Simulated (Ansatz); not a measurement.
# CH₄OSn: how energies converge with the basis set

Aim: see how fast density functionals converge with the basis set for CH₄OSn.

Method: one geometry, several basis sets; program: Ansatz 0.2.0, Gaussian basis.

Levels to be run: PBE0-D4/def2-SVP; ωB97M-V/def2-SVP; PBE0-D4/def2-QZVPP; ωB97M-V/def2-QZVPP; the functionals' def2-TZVPP values are taken from earlier runs.

## Step 1: The relaxed structure

The geometry comes from an earlier relaxation with PBE0-D4 in a triple-zeta def2 set; it is a stationary point, not always the lowest conformer. Sn takes the def2 core potential; no spin-orbit term is included.

SMILES `[CH3][Sn][OH]`, 7 atoms, charge 0, spin multiplicity 1.

Atoms are counted from 1 here; the program's logs count them from 0.

Bond lengths: C1–Sn2 2.195 Å, C1–H4 1.095 Å, C1–H5 1.092 Å, C1–H6 1.095 Å, Sn2–O3 1.985 Å, O3–H7 0.961 Å. Angles: Sn2–C1–H4 109.6°, Sn2–C1–H5 112.6°, Sn2–C1–H6 109.6°, H4–C1–H5 108.5°, H4–C1–H6 107.8°, H5–C1–H6 108.5°, C1–Sn2–O3 94.9°, Sn2–O3–H7 114.5°.

## Step 2: PBE0-D4 in def2-SVP

in.yaml

```yaml
crystal:
  periodic: [false, false, false]
  atoms:
    - {symbol: C, position_ang: [-0.773134, 0.486425, -0.226685]}
    - {symbol: Sn, position_ang: [1.310421, 0.353415, -0.903810]}
    - {symbol: O, position_ang: [1.821153, -1.057606, 0.395733]}
    - {symbol: H, position_ang: [-1.259703, -0.487664, -0.342273]}
    - {symbol: H, position_ang: [-1.348927, 1.229638, -0.781721]}
    - {symbol: H, position_ang: [-0.798739, 0.748902, 0.836003]}
    - {symbol: H, position_ang: [1.110228, -1.341111, 0.977054]}
basis:
  gaussian: {orbitals: def2-SVP}
hamiltonian: {xc: pbe0, dispersion: d4}
output: {orbitals: {seedname: orbitals}}
```

On the command line:

```bash
ansatz run in.yaml --threads 2 --pin off --events-out ev --progress --plain --max-ram 22528MiB --backend cpu
```

After this run come: ωB97M-V in def2-SVP; PBE0-D4 in def2-QZVPP; ωB97M-V in def2-QZVPP.

**Question.** What will the summary of the whole plan be? Wanted: PBE0-D4: double and triple zeta above quadruple; ωB97M-V: double and triple zeta above quadruple.

The runs gave:

```
                                       quantity          value
PBE0-D4: double and triple zeta above quadruple  4.50, 0.25 eV
ωB97M-V: double and triple zeta above quadruple  4.67, 0.25 eV
```

What this shows: PBE0-D4 gains 4.24 eV from double to triple zeta, then 0.25 eV more. Total energies overstate the basis error of differences, where much of it tends to cancel.
